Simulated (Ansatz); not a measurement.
# F3PSi: the cost of one run

Method: DFT r2SCAN, Gaussian basis aug-cc-pV(T+d)Z, and further levels as typed in the inputs, in Ansatz 0.2.0.

## (1) The system as given

Bond lengths: Si1–P2 2.194 Å, Si1–F3 1.622 Å, P2–F4 1.577 Å, P2–F5 1.563 Å. Angles: Si1–P2–F4 128.7°, Si1–P2–F5 124.3°, F4–P2–F5 107.0°, P2–Si1–F3 105.5°.

Structure file:

```xyz
5

Si    0.0009    0.0109   -0.0195
P    -0.0139   -0.0230    2.1741
F     1.5673    0.0220   -0.4421
F     1.2098   -0.0118    3.1692
F    -1.3112   -0.0066    3.0462
```

## (2) Relaxing the atoms: F3PSi

Contents of input.yaml:

```yaml
relax:
  f_tol: 0.001
  max_steps: 200
crystal:
  periodic: [false, false, false]
  atoms:
    - { symbol: Si, position_ang: [0.000912, 0.010913, -0.01947] }
    - { symbol: P, position_ang: [-0.013863, -0.022965, 2.174098] }
    - { symbol: F, position_ang: [1.567278, 0.022046, -0.442052] }
    - { symbol: F, position_ang: [1.209764, -0.011834, 3.169164] }
    - { symbol: F, position_ang: [-1.311233, -0.00664, 3.046216] }
basis:
  gaussian: { orbitals: "aug-cc-pV(T+d)Z.json" }
hamiltonian:
  xc: r2scan
```

Run with:

```bash
> ansatz run input.yaml --threads 4 --pin off --max-ram 8192MiB --backend cpu --events-out ev --progress --plain --runs-dir out
```

What time and memory should one allow on 4 threads of Intel Xeon Platinum 8488C (Sapphire Rapids), shared host?

About 87 s, with a peak of 0.42 GiB.
